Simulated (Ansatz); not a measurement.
**C2H4ClSi radical: small, medium and large basis sets**

The task here is to estimate one member of a computed series from the others.

Method: one geometry, several basis sets; program: Ansatz 0.2.0, Gaussian basis.

Plan: PBE0-D4/def2-SVP; ωB97M-V/def2-SVP; PBE0-D4/def2-QZVPP; ωB97M-V/def2-QZVPP; the functionals' def2-TZVPP values are taken from earlier runs.

## Structure used throughout

All runs share one geometry, relaxed beforehand with PBE0-D4 in a triple-zeta def2 set.

SMILES `C=C[SiH]Cl`, 8 atoms, charge 0, spin multiplicity 2.

Atoms are counted from 1 here; the program's logs count them from 0.

Bond lengths: C1–C2 1.335 Å, C1–H5 1.087 Å, C1–H6 1.086 Å, C2–Si3 1.841 Å, C2–H7 1.088 Å, Si3–Cl4 2.059 Å, Si3–H8 1.489 Å. Angles: C2–C1–H5 121.9°, C2–C1–H6 122.0°, H5–C1–H6 116.1°, C1–C2–Si3 122.0°, C1–C2–H7 119.1°, Si3–C2–H7 118.7°, C2–Si3–Cl4 111.3°, C2–Si3–H8 111.0°, Cl4–Si3–H8 109.0°.

The first run:

File in.yaml:

```yaml
crystal:
  periodic: [false, false, false]
  atoms:
    - {symbol: C, position_ang: [0.647011, 1.027041, -0.659687]}
    - {symbol: C, position_ang: [0.628526, -0.066651, 0.105419]}
    - {symbol: Si, position_ang: [-0.903645, -0.642571, 0.947130]}
    - {symbol: Cl, position_ang: [-1.031598, -2.697935, 0.941341]}
    - {symbol: H, position_ang: [-0.256920, 1.588171, -0.880595]}
    - {symbol: H, position_ang: [1.563892, 1.404865, -1.102498]}
    - {symbol: H, position_ang: [1.561275, -0.591005, 0.301565]}
    - {symbol: H, position_ang: [-2.116341, -0.079115, 0.291527]}
basis:
  gaussian: {orbitals: def2-SVP}
magnetization: {spin_polarized: true, initial_magnetization: 1}
hamiltonian: {xc: pbe0, dispersion: d4}
output: {orbitals: {seedname: orbitals}}
```

Among the steps run: PBE0-D4 in def2-SVP; ωB97M-V in def2-SVP; PBE0-D4 in def2-QZVPP; ωB97M-V in def2-QZVPP.

One table of the session follows, with a row left open; its other results are not shown here.

It belongs to the step «Functionals by basis». 

```
functional       basis  HOMO (eV)  LUMO (eV)
   PBE0-D4    def2-SVP      -5.93      -2.50
   PBE0-D4  def2-TZVPP          ?          ?
   PBE0-D4  def2-QZVPP      -6.03      -2.57
   ωB97M-V    def2-SVP      -7.63      -0.80
   ωB97M-V  def2-TZVPP      -7.72      -0.89
   ωB97M-V  def2-QZVPP      -7.75      -0.95
```

Q: Estimate the row for PBE0-D4, def2-TZVPP from the others.

As computed: HOMO (eV): -6.00; LUMO (eV): -2.54. In the column «HOMO (eV)» it lies between PBE0-D4, def2-QZVPP (-6.03) and PBE0-D4, def2-SVP (-5.93).
